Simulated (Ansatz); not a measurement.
BaScO3, space group Pm-3m, a convergence test of the plane-wave cutoff

Computed with Ansatz's Python interface.

Notebook, run cell by cell (the value of a cell's last expression is shown):

**Cell 1**
```python
import warnings

import ansatz as az
import pandas as pd
```

**Cell 2**
```python
warnings.simplefilter("ignore", az.DeckWarning)
```

**Cell 3**
```python
structure = (
    az.Lattice.cubic(4.219697)
    .space_group(221)
    .atom("Ba", (0.0, 0.0, 0.0))
    .atom("Sc", (0.5, 0.5, 0.5))
    .atom("O", (0.5, 0.5, 0.0))
)
```

**Cell 4**
```python
calculation = structure.calculation().functional("pbesol").occupations("methfessel_paxton").kpoints(5)
```

**Cell 5**
```python
rows = []
for value in [250, 300, 350, 400, 450, 500]:
    rep = calculation.basis(value).run(threads=1).report
    rows.append((value, rep["free_energy_ev"] / len(rep["lattice"]["sites"]), rep["n_iterations"], rep["n_pw"]))
```

**Cell 6**
```python
table = pd.DataFrame(rows, columns=["cutoff (eV)", "F/atom (eV)", "iterations", "plane waves"])
table.round(5)
```
Output:
```text
   cutoff (eV)  F/atom (eV)  iterations  plane waves
0          250  -1931.43189           6          691
1          300  -1932.33848           6          895
2          350  -1932.57186           6         1141
3          400  -1932.62075           6         1357
4          450  -1932.62903           6         1647
5          500  -1932.62974           6         1935
```

**Cell 7**
```python
for row in rows[:-1]:
    shift = 1000 * (row[1] - rows[-1][1])
    print(f"{row[0]}: {shift:+.2f} meV/atom" + ("  (within 1 meV)" if abs(shift) < 1 else ""))
```
Output:
```text
250: +1197.85 meV/atom
300: +291.26 meV/atom
350: +57.88 meV/atom
400: +8.99 meV/atom
450: +0.70 meV/atom  (within 1 meV)
```

From 450 eV on it stays within 1 meV an atom of the value at 500 eV; the first row (250 eV) is off by 1197.8 meV and the last but one by 0.70 meV. The energy falls steadily, as expected when plane waves are added.

Reading the output:
- The cell holds an odd number of electrons and is run without spin, so a magnetic state may lie lower.
- For a metal this k-point mesh is coarse: on a finer one energies can move by several to tens of meV an atom and pressures by half a GPa or more, differences at one mesh by less.
- This cell is a computed structure, which may not be the phase found in nature.
- Shifts are counted from the last row, which is itself no proven limit.
- The script silences the warnings on its input, which a real study should read.
- It ran for 3.8 s on 1 thread of Intel(R) Xeon(R) 6975P-C (Granite Rapids), with other jobs on the host, peak memory 0.49 GiB.

(Lines on the test bed's own set-up are left out of the output.)
